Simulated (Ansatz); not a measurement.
# BGeH₅S: up Jacob's ladder to CCSD(T)

The task here is to estimate one member of a computed series from the others.

The runs use Ansatz 0.2.0, Gaussian basis; functionals in def2-TZVPP, the program's frozen cores in correlated methods.

Levels to be run: LDA (SPW92), PBE-D4, revPBE-D4, BLYP-D4, r2SCAN-D4, B97M-V, PBE0-D4, B3LYP-D4, r2SCANh-D4, r2SCAN0-D4, HSE06-D4, BHLYP-D4, CAM-B3LYP-D4, LC-ωPBE, ωB97X-V, ωB97M-V, B2PLYP, PBE-QIDH; CCSD(T)/def2-SVP; CCSD(T)/def2-TZVPP; MP2/def2-QZVPP; extrapolation to the limit; RPA on PBE.

**The relaxed structure**

An earlier PBE0-D4 in a triple-zeta def2 set relaxation fixed the geometry.

SMILES `B[S][GeH3]`, 8 atoms, charge 0, spin multiplicity 1.

Atoms are counted from 1 here; the program's logs count them from 0.

Bond lengths: B1–S2 1.769 Å, B1–H4 1.195 Å, B1–H5 1.193 Å, S2–Ge3 2.241 Å, Ge3–H6 1.533 Å, Ge3–H7 1.534 Å, Ge3–H8 1.533 Å. Angles: S2–B1–H4 121.9°, S2–B1–H5 116.5°, H4–B1–H5 121.6°, B1–S2–Ge3 101.0°, S2–Ge3–H6 108.8°, S2–Ge3–H7 106.5°, S2–Ge3–H8 108.8°, H6–Ge3–H7 110.8°, H6–Ge3–H8 110.9°, H7–Ge3–H8 110.8°.

The first run:

File in.yaml:

```yaml
crystal:
  periodic: [false, false, false]
  atoms:
    - {symbol: B, position_ang: [-0.825825, 1.149883, -1.024934]}
    - {symbol: S, position_ang: [0.845756, 0.575329, -0.946474]}
    - {symbol: Ge, position_ang: [0.713972, -0.888158, 0.746125]}
    - {symbol: H, position_ang: [-1.668223, 0.743809, -0.281618]}
    - {symbol: H, position_ang: [-1.069857, 1.965751, -1.860251]}
    - {symbol: H, position_ang: [0.270407, -0.143203, 2.010906]}
    - {symbol: H, position_ang: [2.119506, -1.477088, 0.924426]}
    - {symbol: H, position_ang: [-0.293435, -1.983324, 0.375921]}
basis:
  gaussian: {orbitals: def2-TZVPP}
hamiltonian: {xc: lda}
output: {orbitals: {seedname: orbitals}}
```

Launch:

```bash
> ansatz run in.yaml --threads 2 --pin off --events-out ev --progress --plain --max-ram 4352MiB
```

Among the steps run: LDA; PBE-D4 (GGA); revPBE-D4 (GGA); BLYP-D4 (GGA); r2SCAN-D4 (meta-GGA); B97M-V (meta-GGA); PBE0-D4 (hybrid); B3LYP-D4 (hybrid); r2SCANh-D4 (hybrid); r2SCAN0-D4 (hybrid); HSE06-D4 (hybrid); BHLYP-D4 (hybrid); CAM-B3LYP-D4 (range-separated); LC-ωPBE (range-separated); ωB97X-V (range-separated); ωB97M-V (range-separated); B2PLYP (double hybrid); PBE-QIDH (double hybrid).

One of the session's tables, all rows but one given; the rest of the session is left out.

It belongs to the step «Frontier levels by functional». 

| functional | HOMO (eV) | LUMO (eV) | gap (eV) |
| --- | --- | --- | --- |
| LDA (SPW92) | -7.16 | -2.60 | 4.56 |
| PBE-D4 | -7.04 | -2.36 | 4.68 |
| revPBE-D4 | -6.99 | -2.26 | 4.73 |
| BLYP-D4 | -6.85 | -2.19 | 4.67 |
| r2SCAN-D4 | -7.28 | -2.05 | 5.23 |
| B97M-V | -7.38 | -2.13 | 5.25 |
| PBE0-D4 | -8.14 | -1.42 | 6.72 |
| B3LYP-D4 | -7.90 | -1.61 | 6.29 |
| r2SCANh-D4 | -7.69 | -1.72 | 5.96 |
| r2SCAN0-D4 | -8.31 | -1.24 | 7.07 |
| HSE06-D4 | -7.75 | -1.80 | 5.94 |
| BHLYP-D4 | -9.09 | -0.40 | 8.69 |
| CAM-B3LYP-D4 | -9.40 | -0.32 | 9.08 |
| LC-ωPBE | -10.77 | 0.81 | 11.59 |
| ωB97X-V | ? | ? | ? |
| ωB97M-V | -10.28 | 0.52 | 10.80 |

**Question.** Estimate the row for ωB97X-V.

As computed: HOMO (eV): -10.42; LUMO (eV): 0.73; gap (eV): 11.15. In the column «HOMO (eV)» it lies between LC-ωPBE (-10.77) and ωB97M-V (-10.28).
